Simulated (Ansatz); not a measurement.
The system is Li2RuN2.

```
Ru N Li
1.0
     3.16423    0.00000    0.00000
    -1.58212    2.74031    0.00000
     0.00000    0.00000    5.21145
Ru N Li
1 2 2
Direct
  0.00000 0.00000 0.00000
  0.33333 0.66667 0.21301
  0.66667 0.33333 0.78699
  0.33333 0.66667 0.63982
  0.66667 0.33333 0.36018
```

The cell comes from a database or a generator and needn't be the stable form of this composition.

Base run:

```yaml
Program: Ansatz 0.2.0
Functional: PBE
Potentials_or_basis: Ansatz PAW
Cutoff: 420 eV
Density_cutoff: 1680 eV
k_mesh: 10 × 10 × 5
Occupations: fermi-dirac, width 0.05 eV
Spin: no spin polarisation
Hubbard_terms: Ru d U = 2 eV
```

Its results: band gap on the k mesh none (metal or under the smearing width); pressure -2.7 GPa; largest force 0.139 eV/Å.

Q: After a change of settings the same cell gave: band gap on the k mesh none (metal or under the smearing width); pressure 2.0 GPa; largest force 0.300 eV/Å. Which change was it?
A. hubbard terms from Ru d U = 2 eV to Ru d U = 1 eV
B. hubbard terms from Ru d U = 2 eV to Ru d U = 8 eV
C. hubbard terms from Ru d U = 2 eV to none; hubbard projectors from ortho-atomic (the default) to none

A: B.

Caveats: U without spin polarisation on a metal has little footing; the density of states is complete only up to the lowest level of the last band computed.

Not every run made on this cell is shown here.
